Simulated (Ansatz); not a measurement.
# As2: the cost of one run

Method: def2-QZVPP, all electrons in the functionals, frozen cores in the correlation of double hybrids and RPA; program: Ansatz 0.2.0, Gaussian basis.

To be run: wB97M-V, B2PLYP, at charge 0, triplet; charge 0, singlet; charge 0, quintet; charge 1, doublet; charge 1, quartet.

10 further runs of the same task are left out: 2 that didn't finish, 8 set aside as unsound or not needed. Runs told in other sessions of the task aren't counted.

**1. The geometry**

The geometry is a PBE0/def2-TZVP stationary point (not a proven minimum). No spin-orbit coupling is included. The filled d shell of As may be among the frozen orbitals whatever the setting's name suggests.

2 atoms, charge 0, spin multiplicity 3.

Atoms are counted from 1 here; the program's logs count them from 0.

Bond lengths: As1–As2 2.276 Å.

No dispersion term is added; wB97M-V holds VV10 nonlocal correlation.

The geometry shown and the zero of energy belong to the point charge 0, triplet. The yardstick, RCCSD(T), and other wave-function levels (R restricted, U unrestricted, valence and pair active spaces) come from earlier runs.

**2. wB97M-V, charge 0, triplet**

Input file in.yaml:

```yaml
crystal:
  periodic: [false, false, false]
  atoms:
    - {symbol: As, position_ang: [0.000000, 0.000000, 0.000000]}
    - {symbol: As, position_ang: [0.000000, 0.000000, 2.275600]}
basis:
  gaussian: {orbitals: "def2-QZVPP.json"}
magnetization: {spin_polarized: true, initial_magnetization: 2}
hamiltonian: {xc: {name: wB97M-V}}
output: {orbitals: {seedname: orbitals}}
```

Started as:

```console
$ ansatz run in.yaml --threads 1 --pin off --events-out ev --progress --plain --max-ram 2393MiB
```

**Question.** How long does this run take on 1 thread of Arm Neoverse V2, shared host, and how much memory does it need?

About 2.5 min, with a peak of 0.87 GiB.
